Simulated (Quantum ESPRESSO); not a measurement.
AgRh under changes of volume

One of the cells (16.064 Å³/atom); the others are scaled copies at fixed shape and fractional positions:

```
CELL_PARAMETERS angstrom
2.77759 0.00000 0.00000
-1.38879 2.40546 0.00000
0.00000 0.00000 4.80860
ATOMIC_POSITIONS crystal
Ag 0.00000 0.00000 0.50000
Rh 0.66667 0.33333 0.00000
```

The cell comes from a database or a generator and needn't be the stable form of this composition.

* Program: Quantum ESPRESSO 7.5
* Functional: r2SCAN
* Potentials or basis: SG15 PBE 1.2
* Cutoff: 952 eV
* Density cutoff: 3810 eV
* k mesh: 7 × 7 × 4
* Occupations: fermi-dirac, width 0.05 eV
* Spin: no spin polarisation

```csv
volume (Å³/atom),energy over the lowest point (meV/atom),pressure (GPa)
15.100,1.34,2.6
15.421,0.00,-1.2
15.743,5.79,-4.5
16.064,?,?
16.385,35.28,-9.9
16.707,57.47,-12.1
```

Problem. What does the run at 16.064 Å³/atom give?

Solution. Energy over the lowest point 17.82 meV/atom; pressure -7.4 GPa.

Worked out: A Birch-Murnaghan fit of order 3 (a polynomial in V^(-2/3)) to the other rows has its minimum at 15.32 Å³/atom with B0 = V·E''(V) = 178 GPa and B' = 5.6 at fixed shape and positions, which overstates the stiffness. It gives 17.84 meV/atom at 16.064 Å³/atom, against the run's 17.82, and -dE/dV = -7.4 GPa, against -7.4.

Energies are extrapolated to zero smearing.

Caveats: all runs use coarse meshes; the potentials were made for another functional, which shifts forces and pressure.
